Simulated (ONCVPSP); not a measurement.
# An ONCV potential for Rh, from input to tests

Task: generate the file, and judge it by its errors in other configurations, its logarithmic derivatives, its ghosts and its cutoff.

Method: ONCVPSP 4.0.1, PBE, scalar-relativistic.

### Step 1. Starting point

The settings as typed:

- element: rhodium (Rh, Z = 45)
- type: optimised norm-conserving Vanderbilt (ONCV)
- frozen core: [Ar] 3d10 4s2
- valence charge: 15
- reference configuration: 4p6 4d8 5s0.5 5p0.5
- partial waves: 5s: rc 2.90 bohr, ncon 3, nbas 8, qcut 2.1 1/bohr, 2 projectors, debl 2.8 Ha; 4p+5p: rc 1.95 bohr, ncon 3, nbas 7, qcut 5.6 1/bohr, 2 projectors; 4d: rc 1.30 bohr, ncon 3, nbas 6, qcut 7.5 1/bohr, local
- local potential: the d channel
- core correction: Teter function, fcfact 5.5, rcfact 1.35

The nodes and maxima of the atom's own shells, from an earlier all-electron run, set the scale for the radii.

All-electron outer shells of the reference configuration (PBE, scalar-relativistic, ld1.x):

```csv
shell,level (eV),outermost node (bohr),outermost maximum (bohr)
3d,-301.50,–,0.29
4s,-83.42,0.47,0.88
4p,-51.36,0.47,0.94
4d,-6.85,0.46,1.14
5s,-4.93,1.19,2.63
5p,-1.33,1.35,3.78
```

### Step 2. The generation run

Contents of Rh.dat:

```
# ATOM AND REFERENCE CONFIGURATION
# atsym  z   nc   nv     iexc    psfile
  Rh 45.00    7    4        4      upf
#
#   n    l    f
    1    0    2.00
    2    0    2.00
    2    1    6.00
    3    0    2.00
    3    1    6.00
    3    2   10.00
    4    0    2.00
    4    1    6.00
    4    2    8.00
    5    0    0.50
    5    1    0.50
#
# PSEUDOPOTENTIAL AND OPTIMIZATION
# lmax
    2
#
#   l,   rc,      ep,       ncon, nbas, qcut
    0    2.90    0.00    3    8    2.10
    1    1.95    0.00    3    7    5.60
    2    1.30    0.00    3    6    7.50
#
# LOCAL POTENTIAL
# lloc, lpopt,  rc(5),   dvloc0
    2    5    1.30    0.00
#
# VANDERBILT-KLEINMAN-BYLANDER PROJECTORs
# l, nproj, debl
    0    2    2.80
    1    2    1.50
    2    0    2.90
#
# MODEL CORE CHARGE
# icmod, fcfact, rcfact
    3    5.50    1.35
#
# LOG DERIVATIVE ANALYSIS
# epsh1, epsh2, depsh
   -3.00    5.00    0.02
#
# OUTPUT GRID
# rlmax, drl
    6.00    0.01
#
# TEST CONFIGURATIONS
# ncnf
    4
# nvcnf
#   n    l    f
    4
    4    1    6.00
    4    2    8.00
    5    0    1.00
    5    1    0.00
#
    4
    4    1    6.00
    4    2    8.00
    5    0    0.00
    5    1    0.00
#
    4
    4    1    6.00
    4    2    7.00
    5    0    0.00
    5    1    0.00
#
    4
    4    1    6.00
    4    2    6.00
    5    0    0.00
    5    1    0.00
#
```

Started as:

```console
$ oncvpsp.x < Rh.dat > Rh.out
```

What does the calculation give? Wanted: cutoffs for 1 and 0.1 mHa per electron, occupied waves; bound ghosts; GHOST(+) flags; largest test error; largest phase difference near zero energy, channels read; rms error of d²Exc/dn², without and with the model core.

As calculated:

```
                                                quantity                                             value
  cutoffs for 1 and 0.1 mHa per electron, occupied waves                                   26 Ha and 47 Ha
                                            bound ghosts                                    s at -10.41 eV
                                          GHOST(+) flags                                none at low energy
                            largest test error (AE − PS)  -2.8 meV, for 4p6 4d8 5s1 5p0 (2 tests unsolved)
largest phase difference near zero energy, channels read                                         0.028 rad
 rms error of d²Exc/dn², without and with the model core                                 2.07 and 0.66 mHa
```

What this shows: It has a bound ghost (s), a state that the atom doesn't have, and that rules the file out. By total energies transferability is very good where solved: the largest error is 2.8 meV on 1.8 eV, for 4p6 4d8 5s1 5p0. Atomic tests can pass in spite of a ghost, since they solve only for the levels asked. Of the tests 2 gave no usable energy difference, which is a warning in itself. It counts as of middling hardness, with 26 Ha needed at the looser tolerance. At the looser tolerance the 4d wave is the slowest; 4p needs 13 Ha. Near zero energy the phases of the channels with partial waves agree within 0.028 rad. The pseudo curves have a pole with no partner nearby in the atom's: s at -0.39 Ha. All of this concerns the isolated atom, not yet a solid.
